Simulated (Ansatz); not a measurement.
**Ta: a tetragonal deformation path**

An exercise on one series of results from a longer session: the logs are not shown, and one member is left open.

Program: Ansatz 0.2.0. Level of theory: DFT LDA, scalar-relativistic, plane waves, PAW. These are calculated values, not measurements.

### The starting structure

Symmetry: Im-3m, No. 229, cubic system. The conventional cell has a = 3.303 Å, b = 3.303 Å, c = 3.303 Å, α = 90.00°, β = 90.00°, γ = 90.00°. Around Ta (site symmetry m-3m) lie 8 Ta at 2.86 Å.

Coordinates:

```cif
data_structure
_symmetry_space_group_name_H-M 'P 1'
_symmetry_Int_Tables_number 1
_cell_length_a 2.8601
_cell_length_b 2.8601
_cell_length_c 2.8601
_cell_angle_alpha 109.471
_cell_angle_beta 109.471
_cell_angle_gamma 109.471
_cell_volume 18.01
loop_
_atom_site_label
_atom_site_type_symbol
_atom_site_fract_x
_atom_site_fract_y
_atom_site_fract_z
_atom_site_occupancy
Ta1 Ta 0.00000 0.00000 0.00000 1
```

No relaxation comes first: the listed cell is the starting point.

The first run:

File input.yaml:

```yaml
crystal:
  lattice:
    - [-1.65128, 1.65128, 1.65128]
    - [1.65128, -1.65128, 1.65128]
    - [1.65128, 1.65128, -1.65128]
  atoms:
    - { symbol: Ta, position: [0.0, 0.0, 0.0] }
basis:
  ecutwfc: 420
kpoints:
  mp_grid: { grid: [22, 22, 22] }
hamiltonian:
  xc: lda
scf:
  occupations: { method: methfessel_paxton, width: 0.02 }
output:
  forces: true
  stress: true
  eigenvalues: true
```

Run with:

```sh
$ ansatz run input.yaml --threads 1 --pin off --max-ram 2560MiB --backend cpu --events-out ev --progress --plain --runs-dir out
```

Steps of the session up to this table: Zero of the scan; At ρ = 0.707; At ρ = 1.414; ρ = 0.850; Point ρ = 1.200; ρ = 0.780; Point ρ = 1.300; Point ρ = 0.920; Point ρ = 1.100; At ρ = 0.650; At ρ = 1.500; Point ρ = 0.960; ρ = 1.050.

One table of the session follows, with a row left open; its other results are not shown here.

The scan, with free energies counted from the undisturbed cell:

| ρ | ΔE (meV/atom) | pressure (GPa) |
| --- | --- | --- |
| 0.650 | 519.7 | 4.6 |
| 0.707 | 373.0 | -0.9 |
| 0.780 | 194.7 | -3.8 |
| 0.850 | 76.6 | -6.7 |
| 0.920 | 24.3 | -8.7 |
| 0.960 | 6.0 | -8.9 |
| 1.000 | 0.0 | -9.1 |
| 1.050 | 8.9 | -8.9 |
| 1.100 | 35.3 | -8.3 |
| 1.200 | 122.1 | -6.4 |
| 1.300 | ? | ? |
| 1.414 | 269.1 | -3.0 |
| 1.500 | 247.5 | -3.7 |

Q: Estimate the row for ρ = 1.300 from the others.

Worked estimate for «ΔE (meV/atom)». A straight line through the neighbours (1.200, 122.1) and (1.414, 269.1) gives 122.1 + (269.1 − 122.1) × (1.300 − 1.200) / (1.414 − 1.200) = 190.8; a parabola fitted to 4 rows on both sides gives 210.4.

As computed: ΔE (meV/atom): 219.9; pressure (GPa): -4.3. In «ΔE (meV/atom)» the line misses by -29.1 and the parabola by -9.5.

To keep in mind: The settings of these runs were drawn from a wide range and may not be converged. Spin-orbit coupling is left out for Ta.
